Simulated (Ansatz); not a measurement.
# MnCoGe: the cost of one run

All numbers are computed with Ansatz 0.2.0 through its Python package. The levels of theory stand in the script.

### Step 1. The system

It takes space group P6_3/mmc (No. 194, hexagonal). The conventional cell has a = 4.091 Å, b = 4.091 Å, c = 5.144 Å, α = 90.00°, β = 90.00°, γ = 120.00°. Mn (site symmetry -3m) is surrounded by 2 Mn at 2.57 Å and 6 Co at 2.69 Å and 6 Ge at 2.69 Å. Co (site symmetry -6m2) has 5 Ge at 2.36 to 2.57 Å and 6 Mn at 2.69 Å in its first shell of neighbours. Ge (site symmetry -6m2) is surrounded by 5 Co at 2.36 to 2.57 Å and 6 Mn at 2.69 Å.

No structure file is read: the coordinates are typed or built in the script.

### Step 2. The code

Contents of mncoge_lattice.py:

```python
"""How the lattice of MnCoGe depends on the functional."""

import argparse

import ansatz as az
from ase import Atoms
import numpy as np

parser = argparse.ArgumentParser(description="How the lattice of MnCoGe depends on the functional.")
parser.add_argument("--kgrid", type=int, nargs=3, required=True, help="k-point sampling")
parser.add_argument("--scf-tol", type=float, default=1e-10, help="SCF tolerance (eV)")
parser.add_argument("--cutoff-ev", type=float, required=True, help="plane-wave cutoff (eV)")
parser.add_argument("--occupations", default="fermi_dirac", help="how the bands are filled")
parser.add_argument("--fmax", type=float, required=True, help="force threshold (eV/A)")
args = parser.parse_args()

def edges_and_angles(cell):
    cell = np.asarray(cell)
    a, b, c = np.linalg.norm(cell, axis=1)
    cosines = cell[1] @ cell[2] / (b * c), cell[0] @ cell[2] / (a * c), cell[0] @ cell[1] / (a * b)
    return (a, b, c, *np.degrees(np.arccos(cosines)))


def main() -> None:
    atoms = Atoms(
        ["Mn", "Mn", "Co", "Co", "Ge", "Ge"],
        scaled_positions=[
            (0.0, 0.0, 0.0),
            (0.0, 0.0, 0.5),
            (1 / 3, 2 / 3, 0.75),
            (2 / 3, 1 / 3, 0.25),
            (2 / 3, 1 / 3, 0.75),
            (1 / 3, 2 / 3, 0.25),
        ],
        cell=[
            (4.09114, 0.0, 0.0),
            (-2.04557, 3.54303, 0.0),
            (0.0, 0.0, 5.14388),
        ],
        pbc=True,
    )
    atoms.set_initial_magnetic_moments([4, 4, 2.5, 2.5, 0.0, 0.0])
    system = az.Crystal.from_ase(atoms)

    model = (
        system.calculation()
        .kpoints(*args.kgrid)
        .scf(tolerance=args.scf_tol)
        .basis(args.cutoff_ev)
        .spin("collinear")
        .occupations(args.occupations)
        .relax(cell=True, force_tolerance=args.fmax)
    )

    levels = [("pbesol", "d3bj"), ("blyp", "d3bj"), ("lda", "none")]
    print("level            a       b       c    alpha   beta  gamma  V/atom  steps")
    for name, dispersion in levels:
        seen = []
        run = model.functional(name, dispersion=dispersion).session().plan()
        done = run.execute(on_event=lambda e: seen.append(e) if e["event"] == "relax_step" else None)
        cell = done.lattice.cell_ang
        label = name if dispersion == "none" else f"{name}+{dispersion}"
        print("{:13s} {:7.4f} {:7.4f} {:7.4f} {:6.2f} {:6.2f} {:6.2f}".format(label, *edges_and_angles(cell)), f"{abs(np.linalg.det(cell)) / len(done.lattice.sites):7.3f} {len(seen):5d}")


if __name__ == "__main__":
    main()
```

### Step 3. The input behind the calls

The engine receives this input (first run):

```yaml
crystal:
  lattice:
    - [4.09114, 0.0, 0.0]
    - [-2.04557, 3.54303, 0.0]
    - [0.0, 0.0, 5.14388]
  atoms:
    - { symbol: Mn, position: [0.0, 0.0, 0.0], spin: 4.0 }
    - { symbol: Mn, position: [0.0, 0.0, 0.5], spin: 4.0 }
    - { symbol: Co, position: [0.3333333333333333, 0.6666666666666666, 0.75], spin: 2.5 }
    - { symbol: Co, position: [0.6666666666666666, 0.3333333333333333, 0.25], spin: 2.5 }
    - { symbol: Ge, position: [0.6666666666666666, 0.3333333333333333, 0.75], spin: 0.0 }
    - { symbol: Ge, position: [0.3333333333333333, 0.6666666666666666, 0.25], spin: 0.0 }
basis:
  ecutwfc: 450.0
kpoints:
  mp_grid:
    grid: [8, 8, 6]
hamiltonian:
  xc: pbesol
  dispersion: d3bj
magnetization:
  spin_polarized: true
scf:
  convergence:
    dr2_threshold: 1.0e-10
  occupations:
    method: fermi_dirac
relax:
  f_tol: 0.02
  cell: {}
```

### Step 4. The run

On the command line:

```
> python mncoge_lattice.py --kgrid 8 8 6 --cutoff-ev 450.0 --fmax 0.02
```

**Question.** How long does this script take on 1 thread of Arm Neoverse V1, shared host, and how much memory does it need?

About 13 min, with a peak of 0.74 GiB.
